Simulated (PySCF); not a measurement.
# GeOCl2: singlet, from a PBE0 minimum start

The task is one start of a wider search on GeOCl2: the singlet, from a PBE0 minimum start. It is relaxed, tested by its Hessian and followed downhill if it is a saddle.

The runs use PySCF 2.14.0; PBE0, basis Ge def2-TZVP, O def2-TZVP, Cl def2-TZVP, no relativity, density fitting.

### Step 1. Where the work starts

4 atoms, charge 0, spin multiplicity 1.

Bond lengths: Ge1–O2 1.623 Å, Ge1–Cl3 2.110 Å, Ge1–Cl4 2.110 Å. Angles: O2–Ge1–Cl3 126.6°, O2–Ge1–Cl4 126.6°, Cl3–Ge1–Cl4 106.9°.

Z-matrix (Å, degrees; charge 0 multiplicity 1):
```
Ge
O  1 1.6232
Cl 1 2.1096 2 126.57
Cl 1 2.1096 2 126.57 3 180.00
```

### Step 2. The SCF at the typed geometry

One driver script runs all steps and calls PySCF; scf.py shows how it sets up the SCF of each step. The optimiser is the driver's own. After this first run the driver tries any further starts and a stability analysis.

Input file scf.py:

```python
from pyscf import gto, scf, dft
mol = gto.M(atom='''
Ge     0.000000     0.000000     0.387510
O     -0.000000    -0.000000     2.010670
Cl     1.694230     0.000000    -0.869430
Cl    -1.694230    -0.000000    -0.869430''',
    basis={'Ge': 'def2-TZVP', 'O': 'def2-TZVP', 'Cl': 'def2-TZVP'},
    charge=0, spin=0)
mf = dft.RKS(mol, xc='PBE0')
mf.grids.atom_grid = (50, 194)
aux = {'Ge': 'def2-universal-JKFIT', 'O': 'def2-universal-JKFIT', 'Cl': 'def2-universal-JKFIT'}
mf = mf.density_fit(auxbasis=aux)
mf.conv_tol = 1e-08
mf.diis_space = 10
mf.max_cycle = 60
mf.init_guess = 'minao'
mf.verbose = 4
mf.kernel()
```

Command:

```console
$ OMP_NUM_THREADS=4 python axn.py task.json out
```

The program printed:

```text
init E= -3071.858407695
  HOMO = -0.374152545238653  LUMO = -0.129193880509803  gap/eV = 6.66566
cycle= 1 E= -3071.81857592494  delta_E= 0.0398  |g|= 1.28  |ddm|= 2.12
  HOMO = -0.13467506299871  LUMO = -0.0830766193899493  gap/eV = 1.40407
cycle= 2 E= -3068.49412274522  delta_E= 3.32  |g|=  3.7  |ddm|= 3.42
  HOMO = -0.32294835177568  LUMO = -0.109436391960954  gap/eV = 5.80996
cycle= 3 E= -3072.0134928458  delta_E= -3.52  |g|= 0.63  |ddm|= 3.08
  HOMO = -0.291573468265282  LUMO = -0.0947983995678673  gap/eV = 5.35452
cycle= 4 E= -3072.08647671914  delta_E= -0.073  |g|= 0.301  |ddm|= 0.607
  HOMO = -0.317869666050998  LUMO = -0.107057465289769  gap/eV = 5.73649
cycle= 5 E= -3072.10090472138  delta_E= -0.0144  |g|= 0.0675  |ddm|= 0.156
  HOMO = -0.318756134336195  LUMO = -0.10041261023212  gap/eV = 5.94143
cycle= 6 E= -3072.10179395053  delta_E= -0.000889  |g|= 0.0324  |ddm|= 0.0472
  HOMO = -0.322742234174484  LUMO = -0.101374920084654  gap/eV = 6.02371
cycle= 7 E= -3072.10201862237  delta_E= -0.000225  |g|= 0.00861  |ddm|= 0.0173
  HOMO = -0.323536596426353  LUMO = -0.101448475406956  gap/eV = 6.04333
cycle= 8 E= -3072.10203325101  delta_E= -1.46e-05  |g|= 0.00185  |ddm|= 0.00522
  HOMO = -0.323605286777042  LUMO = -0.101408119970892  gap/eV = 6.04629
cycle= 9 E= -3072.10203392414  delta_E= -6.73e-07  |g|= 0.000367  |ddm|= 0.00132
  HOMO = -0.323624054548455  LUMO = -0.10140237776603  gap/eV = 6.04696
cycle= 10 E= -3072.10203395028  delta_E= -2.61e-08  |g|= 4.35e-05  |ddm|= 0.000237
  HOMO = -0.323626884716084  LUMO = -0.10140478664938  gap/eV = 6.04697
cycle= 11 E= -3072.10203395072  delta_E= -4.39e-10  |g|= 1.05e-05  |ddm|= 3.39e-05
  HOMO = -0.3236242698657  LUMO = -0.101405044411144  gap/eV = 6.04689
Extra cycle  E= -3072.10203395067  delta_E= 5.37e-11  |g|= 1.86e-05  |ddm|= 1.86e-05
converged SCF energy = -3072.10203395067
```

This step, with its further starts and checks, needed 16 s of wall time on 4 threads of Arm Neoverse N1, shared host.

The test of internal stability found no lower closed-shell solution.

### Step 3. PBE0 minimum start, singlet: relaxation

The program finds C2v symmetry in the start, which this walk keeps. The walk stops when the largest gradient is under 0.0003 Eh/bohr and the energy has settled too.

Changes to scf.py since step 2:

```diff
@@ -3,4 +3,4 @@
-Ge     0.000000     0.000000     0.387510
-O     -0.000000    -0.000000     2.010670
-Cl     1.694230     0.000000    -0.869430
-Cl    -1.694230    -0.000000    -0.869430''',
+Ge     0.000000     0.000000     0.387512
+O      0.000000     0.000000     2.010672
+Cl     1.694230     0.000000    -0.869428
+Cl    -1.694230     0.000000    -0.869428''',
@@ -16 +15,0 @@
-mf.init_guess = 'minao'
```

Energy and gradient, step by step:

| step | energy (Eh) | change (kJ/mol) | largest symmetric gradient (Eh/bohr) |
| --- | --- | --- | --- |
| 0 | -3072.102034 | 0.00 | 0.00015 |

The walk took 2.9 s.

Geometry (Å) and forces (eV/Å) at some steps:

```
step 0
Ge   0.000   0.000   0.388   0.000   0.000   0.002
O    0.000   0.000   2.011   0.000   0.000   0.008
Cl   1.694   0.000  -0.869  -0.008   0.000  -0.005
Cl  -1.694   0.000  -0.869   0.008   0.000  -0.005
```

After 0 steps and 0.0 kJ/mol it ends at C2v: Ge–Cl 2.110 Å (×2), Ge–O 1.623 Å; Cl–Ge–Cl 106.9°, Cl–Ge–O 126.6° (×2).

### Step 4. Vibrations and properties at this point

On the finer grid the gradient is checked again; gradients at displacements of ±0.02 bohr then give force constants and infrared intensities.

Changes to scf.py since step 3:

```diff
@@ -10 +10 @@
-mf.grids.atom_grid = (50, 194)
+mf.grids.atom_grid = (75, 302)
@@ -13 +13 @@
-mf.conv_tol = 1e-08
+mf.conv_tol = 1e-10
```

This SCF starts from the last density.

Log of the central SCF (cycles and frontier levels):

```text
init E= -3072.10201709655
  HOMO = -0.323631485196295  LUMO = -0.101409363217487  gap/eV = 6.04697
cycle= 1 E= -3072.10201709652  delta_E= 2.91e-11  |g|= 1.43e-05  |ddm|= 1.31e-05
  HOMO = -0.323636198544944  LUMO = -0.101410618572799  gap/eV = 6.04707
cycle= 2 E= -3072.10201709638  delta_E= 1.41e-10  |g|= 2.98e-05  |ddm|= 2.54e-05
  HOMO = -0.323632436504023  LUMO = -0.101409935032375  gap/eV = 6.04698
cycle= 3 E= -3072.10201709654  delta_E= -1.65e-10  |g|= 7.27e-06  |ddm|= 1.97e-05
  HOMO = -0.32363285588633  LUMO = -0.101409830773034  gap/eV = 6.04700
cycle= 4 E= -3072.10201709655  delta_E= -4.55e-12  |g|= 2.73e-07  |ddm|= 4.12e-06
  HOMO = -0.323632888108132  LUMO = -0.101409851051064  gap/eV = 6.04700
Extra cycle  E= -3072.10201709654  delta_E= 7.28e-12  |g|= 3.18e-07  |ddm|= 4.19e-07
converged SCF energy = -3072.10201709654
```

The whole step took 74 s.

Geometry: C2v; Ge–Cl 2.110 Å (×2), Ge–O 1.623 Å; Cl–Ge–Cl 106.9°, Cl–Ge–O 126.6° (×2).

Modes, for the most abundant isotopes:

```
symmetry  ω (cm⁻¹)  IR (km/mol)  μ (u)     type
      a1       157          2.4  36.82     bend
      b1       183         22.6  28.35     bend
      b2       210         38.4  19.74     bend
      a1       433         19.6  35.90  stretch
      b2       459          110  43.86  stretch
      a1      1005         67.0  18.79  stretch
```

No imaginary mode, so this is a minimum.

Properties at this point:

| Property | Result |
| --- | --- |
| Dipole moment | 2.72 D |
| Highest occupied level | -8.81 eV |
| Lowest empty level | -2.76 eV |
| Rotational constants | 0.1311, 0.08397, 0.05118 cm⁻¹ |
| Zero-point energy | 14.6 kJ/mol |
| Principal polarisabilities | 35.3, 58.8, 64.1 bohr³ |
| Atomisation energy without zero-point energy | 1138 kJ/mol |
| Principal traceless quadrupole moments about the centre of mass | -9.59, 3.33, 6.26 D Å |
| Entropy at 298.15 K and 1 bar | 317.3 J/(mol K) |
| Heat capacity Cp at 298.15 K | 69.6 J/(mol K) |
| Enthalpy at 298.15 K above 0 K | 16.04 kJ/mol |
| Rotational symmetry number | 2 |

Populations by atom (charges in e):

```
 atom  Mulliken  Löwdin  polar tensor  Mayer order to Ge1
  Ge1      0.88   -0.08          1.58                   –
   O2     -0.48   -0.30         -0.68                2.02
Cl3,4     -0.20    0.19         -0.45                1.10
```

Outer orbital energies (eV). occupied: -12.46, -11.47, -11.28, -10.46, -10.30, -10.14, -9.15, -8.81; empty: -2.76, -2.18, 1.53, 1.89.

Mulliken populations on Ge1: s 7.06, p 13.54, d 10.42, f 0.09.

### Step 5. Outcome

| quantity | value |
| --- | --- |
| minimum | singlet, C2v |
| geometry | Ge–Cl 2.110 Å (×2), Ge–O 1.623 Å; Cl–Ge–Cl 106.9°, Cl–Ge–O 126.6° (×2) |
| wavenumbers (cm⁻¹) | 157 (a1), 183 (b1), 210 (b2), 433 (a1), 459 (b2), 1005 (a1) |
| dipole moment | 2.72 D |
| highest occupied, lowest empty level | -8.81, -2.76 eV |
| polar-tensor charge of Ge1 | +1.58 e |
| zero-point energy | 14.6 kJ/mol |
| entropy at 298.15 K | 317.3 J/(mol K) |
| atomisation energy (no zero-point energy) | 1138 kJ/mol |

What this shows: The PBE0 minimum start keeps its C2v symmetry and ends in a minimum. The strongest infrared band lies at 459 cm⁻¹ (b2, stretch). Other starts or spin states, not run here, may lie lower.

The search up to here took 93 s.
